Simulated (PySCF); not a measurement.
# A diatomic session: ScBr

One job finds the state of ScBr, follows it along the bond with each method and fits the curves.

Computed with PySCF 2.14.0. Level: Sc def2-TZVPP, Br def2-TZVPP, no relativity.

## (1) Set-up

A driver script around PySCF takes these settings:

```yaml
atoms: Sc, Br
charge: 0
basis: Sc def2-TZVPP, Br def2-TZVPP
Hamiltonian: no relativity
basis_functions: 112
electrons_treated: 56
masses_in_u: 44.9559, 78.9183
levels: PBE0, PBE, r²SCAN, PBEsol, B2PLYP, TPSS, B97-3, LC-ωPBE, HF, MP2, SCS-MP2
grid: 80 radial by 434 angular points
occupations: held fixed by the projection of orbital angular momentum
dissociation_limit: Sc + Br, each in its ground configuration
starting_distance_in_angstrom: 2.435
values_of_2S_to_try: 0, 2, 4
```

Run with:

```
OMP_NUM_THREADS=2 python dia.py task.json out
```

After this run come: First curve: PBE0; Other states along the same grid; PBE; r²SCAN (meta-GGA); PBEsol; B2PLYP (double hybrid); TPSS (meta-GGA); B97-3; LC-ωPBE (range-separated hybrid); UHF (mean field).

What does the calculation give? Wanted: for each run, Re; ωe; De; μ.

As calculated:

Lowest PBE0 solution found, without spin–orbit coupling: ³Δ (triplet), unpaired electrons σ ↑, δ ↑. State 2 has its PBE0 minimum 0.32 eV higher. State 3 has its PBE0 minimum 0.32 eV higher, as a spin-mixed determinant (⟨S²⟩ = 1.00), so this is no gap between pure states. State 4 has its PBE0 minimum 0.41 eV higher. The other levels ran on the lowest alone.

```
      level  Re (Å)  ωe (cm⁻¹)  De (eV)  μ (D)
        UHF   2.575      284.3     3.54  -3.89
    UHF-MP2   2.492        302     4.07    n/a
UHF-SCS-MP2   2.511      297.1     3.82    n/a
        PBE   2.458        304     4.41  -3.80
     PBEsol   2.431        313     4.66  -3.66
       TPSS   2.465        303     4.45  -4.07
     r²SCAN   2.463        308     4.61  -4.22
       PBE0   2.470        305     4.29  -3.99
      B97-3   2.491      296.3     3.92  -3.86
    LC-ωPBE   2.477        306     4.34  -4.06
     B2PLYP   2.487        301     3.97  -3.99
```

De is counted to Sc + Br in their ground configurations. A positive dipole means Sc(−)Br(+).

The methods spread over 0.144 Å in bond length, from PBEsol to UHF. Among the levels with a De in the table, it runs from 3.54 eV (UHF) to 4.66 eV (PBEsol).

Correlated steps freeze 14 core orbitals. B2PLYP dipoles, levels and charges come from its SCF part alone. The state is the lowest single determinant that the PBE0 search found; with open d or f shells the true ground state can be another one.
